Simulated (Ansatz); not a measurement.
# Cu: the cost of one run

All numbers are computed with Ansatz 0.2.0 through its Python package. Level of theory: DFT r2SCAN, plane waves, PAW.

### Step 1. The system

Symmetry: P2/m, No. 10, monoclinic system. Conventional cell: a = 11.570 Å, b = 2.238 Å, c = 22.224 Å, α = 90.00°, β = 101.93°, γ = 90.00°. Cu (site symmetry 2/m) is surrounded by 2 Cu at 2.24 Å.

No structure file is read: the coordinates are typed or built in the script.

### Step 2. The script

The input, cu.py:

```python
"""Variable-cell relaxation of Cu."""

from pathlib import Path

import ansatz
from ase.data import atomic_numbers
import matplotlib.pyplot as plt
import numpy as np
import spglib

SETTINGS = {
    "functional": "r2scan",
    "ecut": 500,
    "kmesh": (3, 15, 2),
    "occupations": "fermi_dirac",
}

def edges_and_angles(cell):
    cell = np.asarray(cell)
    a, b, c = np.linalg.norm(cell, axis=1)
    cosines = cell[1] @ cell[2] / (b * c), cell[0] @ cell[2] / (a * c), cell[0] @ cell[1] / (a * b)
    return (a, b, c, *np.degrees(np.arccos(cosines)))

crystal = (
    ansatz.Lattice.from_parameters(11.570254, 2.238212, 22.223742, alpha=90.0, beta=101.93424, gamma=90.0)
    .atom("Cu", [0.5, 0.5, 0.5])
)

# only the volume may change
base = (
    crystal.calculation()
    .functional(SETTINGS["functional"])
    .pseudopotentials("paw")
    .basis(SETTINGS["ecut"])
    .kpoints(*SETTINGS["kmesh"])
    .occupations(SETTINGS["occupations"], width=100 * ansatz.meV)
    .relax(fix_cell=["shape"])
    .density()
    .potential()
    .output_files(volumetric_format=["xsf", "npy"])
)
steps = []


def follow(event):
    if event["event"] != "relax_step":
        return
    row = event["data"]
    steps.append(row)
    print(f"step {row['step']:3d}  E = {row['lagrangian_ev']:.5f} eV  largest force component = {row['allowed_force_max_ev_ang']:.4f} eV/A  P = {row['pressure_gpa']:.3f} GPa")


done = base.session().plan(threads=1).execute(on_event=follow)
rep = done.report

first, last = steps[0], steps[-1]
symbols = [site.symbol for site in done.lattice.sites]
print(f"energy gained {first['lagrangian_ev'] - last['lagrangian_ev']:.4f} eV in {len(steps) - 1} steps")
for label, vectors in (("before", first["cell_ang"]), ("after", done.lattice.cell_ang)):
    print(label, "a b c (A) {:.4f} {:.4f} {:.4f}  angles {:.2f} {:.2f} {:.2f}".format(*edges_and_angles(vectors)), f" V = {abs(np.linalg.det(vectors)):.3f} A^3")
print("final stress xx yy zz (GPa, compression positive):", np.round(np.diag(rep["stress_gpa"]), 3) + 0.0)

fractions = [site.position_frac for site in done.lattice.sites]
numbers = [atomic_numbers[s] for s in symbols]
for tolerance in (1e-3, 1e-2, 1e-1):
    print(f"space group at {tolerance} A:", spglib.get_spacegroup((done.lattice.cell_ang, fractions, numbers), symprec=tolerance))

fig, (top, bottom) = plt.subplots(2, 1, sharex=True, figsize=(4.5, 4))
top.plot([s["lagrangian_ev"] - last["lagrangian_ev"] for s in steps], "o-")
top.set_ylabel("E - E(final) (eV)")
bottom.semilogy([max(s["allowed_force_max_ev_ang"], 1e-6) for s in steps], "s-")
bottom.set(xlabel="step", ylabel="largest force (eV/A)")
fig.tight_layout()
fig.savefig("relax.png", dpi=100)

for key in ("converged", "n_iterations", "n_electrons", "n_kpoints", "n_pw", "n_symmetry_ops", "free_energy_ev", "fermi_energy_ev"):
    print(f"{key:18s} {rep[key]}")

folder = Path(done.write_results("volumes"))
print(sorted(path.name for path in folder.iterdir()))
head = (folder / "rho.xsf").read_text().split("BEGIN_BLOCK")[0]
print(head)
```

### Step 3. The calls as engine input

The package turns the script's settings into the engine's input:

```yaml
crystal:
  lattice:
    a: 11.570254
    b: 2.238212
    c: 22.223742
    alpha: 90.0
    beta: 101.93424
    gamma: 90.0
  atoms:
    - { symbol: Cu, position: [0.5, 0.5, 0.5] }
basis:
  ecutwfc: 500.0
kpoints:
  mp_grid:
    grid: [3, 15, 2]
hamiltonian:
  xc: r2scan
  pseudopotentials:
    kind: paw
scf:
  occupations:
    method: fermi_dirac
    width: 0.1
relax:
  cell:
    fix: [shape]
output:
  write_density: true
  write_potential: true
  volumetric_format: [xsf, npy]
```

### Step 4. The run

Started as:

```sh
$ python cu.py
```

What time and memory should one allow on 1 thread of Intel Xeon 6975P-C (Granite Rapids), shared host?

About 53 s, with a peak of 2.1 GiB.
